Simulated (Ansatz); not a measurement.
**HfH2 (septet): from Hartree-Fock to the top rungs, def2-QZVPP**

An exercise on one series of results from a longer session: the logs are not shown, and one member is left open.

The runs use Ansatz 0.2.0, Gaussian basis; def2-QZVPP, core rule «outside noble gas», up to 4 orbitals frozen.

Plan: UHF; ROHF; CCSD(T) on UHF.

4 further runs of the same task are left out: 2 that didn't finish, 2 set aside as unsound or not needed. Runs told in other sessions of the task aren't counted.

## The geometry

The geometry is a PBE0/def2-TZVP stationary point (not a proven minimum) of the parent state, kept for this charge and spin. No spin-orbit coupling is included. Elements past krypton take def2 core potentials.

3 atoms, charge 0, spin multiplicity 7.

Atoms are counted from 1 here; the program's logs count them from 0.

Bond lengths: Hf1–H2 1.961 Å, Hf1–H3 1.961 Å. Angles: H2–Hf1–H3 180.0°.

As a file:

```xyz
3
H2Hf
Hf    0.00000    0.00000    0.00000
H     0.00000    0.00000   -1.96110
H     0.00000    0.00000    1.96110
```

Set-up of the first run:

Contents of in.yaml:

```yaml
crystal:
  periodic: [false, false, false]
  atoms:
    - {symbol: Hf, position_ang: [0.000000, 0.000000, 0.000000]}
    - {symbol: H, position_ang: [0.000000, 0.000000, -1.961100]}
    - {symbol: H, position_ang: [0.000000, 0.000000, 1.961100]}
basis:
  gaussian: {orbitals: "def2-QZVPP.json"}
magnetization: {spin_polarized: true, initial_magnetization: 6}
hamiltonian: {xc: hf}
output: {orbitals: {seedname: orbitals}}
```

Launch:

```bash
ansatz run in.yaml --threads 1 --pin off --events-out ev --progress --plain --max-ram 4096MiB --backend cpu
```

Among the steps run: UHF; ROHF; CCSD(T) on UHF.

One table of the session follows, with a row left open; its other results are not shown here.

It belongs to the step «Misses and costs». 

| method | from UCCSD(T) (kJ/mol) |
| --- | --- |
| ROHF | +163.7 |
| UHF | +151.1 |
| UMP2 | +34.0 |
| UCCSD | ? |
| UCCSD(T) | 0 |

Estimate the missing values for UCCSD.

**Answer.** from UCCSD(T) (kJ/mol): +4.8. In the column «from UCCSD(T) (kJ/mol)» it lies between UCCSD(T) (0) and UMP2 (+34.0).
